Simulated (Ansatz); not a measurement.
# CH3SSbSe: a ladder of functionals and wavefunction methods

The task here is to estimate one member of a computed series from the others.

Method: functionals in def2-TZVPP, the program's frozen cores in correlated methods; program: Ansatz 0.2.0, Gaussian basis.

Plan: LDA (SPW92), PBE-D4, revPBE-D4, BLYP-D4, r2SCAN-D4, B97M-V, PBE0-D4, B3LYP-D4, r2SCANh-D4, r2SCAN0-D4, HSE06-D4, BHLYP-D4, CAM-B3LYP-D4, LC-ωPBE, ωB97X-V, ωB97M-V, B2PLYP, PBE-QIDH; CCSD(T)/def2-SVP; CCSD(T)/def2-TZVPP; MP2/def2-QZVPP; extrapolation to the limit; RPA on PBE.

### The relaxed structure

All runs share one geometry, relaxed beforehand with PBE0-D4 in a triple-zeta def2 set. Sb takes the def2 core potential; no spin-orbit term is included.

SMILES `[Se]=C[S][SbH2]`, 7 atoms, charge 0, spin multiplicity 1.

Atoms are counted from 1 here; the program's logs count them from 0.

Bond lengths: Se1–C2 1.762 Å, C2–S3 1.714 Å, C2–H5 1.088 Å, S3–Sb4 2.454 Å, Sb4–H6 1.710 Å, Sb4–H7 1.710 Å. Angles: Se1–C2–S3 123.0°, Se1–C2–H5 120.9°, S3–C2–H5 116.0°, C2–S3–Sb4 105.0°, S3–Sb4–H6 93.8°, S3–Sb4–H7 93.9°, H6–Sb4–H7 90.9°.

Geometry (Å):

```
Se   -1.35752    1.46647   -2.29937
C    -0.56436    0.60184   -0.98522
S    -0.73579    1.04374    0.66240
Sb    0.63248   -0.57446    1.90010
H     0.07168   -0.25837   -1.18546
H     0.04612   -1.91785    1.01929
H     1.96859   -0.42938    0.84267
```

Set-up of the first run:

The input, in.yaml:

```yaml
crystal:
  periodic: [false, false, false]
  atoms:
    - {symbol: Se, position_ang: [-1.357518, 1.466473, -2.299373]}
    - {symbol: C, position_ang: [-0.564364, 0.601841, -0.985223]}
    - {symbol: S, position_ang: [-0.735788, 1.043740, 0.662401]}
    - {symbol: Sb, position_ang: [0.632480, -0.574455, 1.900099]}
    - {symbol: H, position_ang: [0.071679, -0.258366, -1.185461]}
    - {symbol: H, position_ang: [0.046125, -1.917851, 1.019289]}
    - {symbol: H, position_ang: [1.968585, -0.429381, 0.842666]}
basis:
  gaussian: {orbitals: def2-TZVPP}
hamiltonian: {xc: lda}
output: {orbitals: {seedname: orbitals}}
```

Started as:

```sh
ansatz run in.yaml --threads 4 --pin off --events-out ev --progress --plain --max-ram 10444MiB
```

Among the steps run: LDA; PBE-D4 (GGA); revPBE-D4 (GGA); BLYP-D4 (GGA); r2SCAN-D4 (meta-GGA); B97M-V (meta-GGA); PBE0-D4 (hybrid); B3LYP-D4 (hybrid); r2SCANh-D4 (hybrid); r2SCAN0-D4 (hybrid); HSE06-D4 (hybrid); BHLYP-D4 (hybrid); CAM-B3LYP-D4 (range-separated); LC-ωPBE (range-separated); ωB97X-V (range-separated); ωB97M-V (range-separated); B2PLYP (double hybrid); PBE-QIDH (double hybrid).

One table of the session follows, with a row left open; its other results are not shown here.

It belongs to the step «Orbital energies across the functionals». 

```
  functional  HOMO (eV)  LUMO (eV)  gap (eV)
 LDA (SPW92)      -5.36      -3.46      1.90
      PBE-D4      -5.19      -3.25      1.94
   revPBE-D4      -5.13      -3.17      1.95
     BLYP-D4      -5.00      -3.09      1.92
   r2SCAN-D4      -5.40      -3.21      2.19
      B97M-V      -5.45      -3.12      2.34
     PBE0-D4      -6.25      -2.48      3.77
    B3LYP-D4      -6.01      -2.64      3.37
  r2SCANh-D4      -5.79      -2.91      2.88
  r2SCAN0-D4      -6.40      -2.46      3.94
    HSE06-D4      -5.87      -2.86      3.01
    BHLYP-D4      -7.18      -1.54      5.64
CAM-B3LYP-D4      -7.48      -1.41      6.06
     LC-ωPBE      -8.84      -0.44      8.40
     ωB97X-V          ?          ?         ?
     ωB97M-V      -8.35      -0.49      7.85
```

**Question.** Estimate the row for ωB97X-V.

The run gave: HOMO (eV): -8.49; LUMO (eV): -0.45; gap (eV): 8.03. In the column «HOMO (eV)» it lies between LC-ωPBE (-8.84) and ωB97M-V (-8.35).
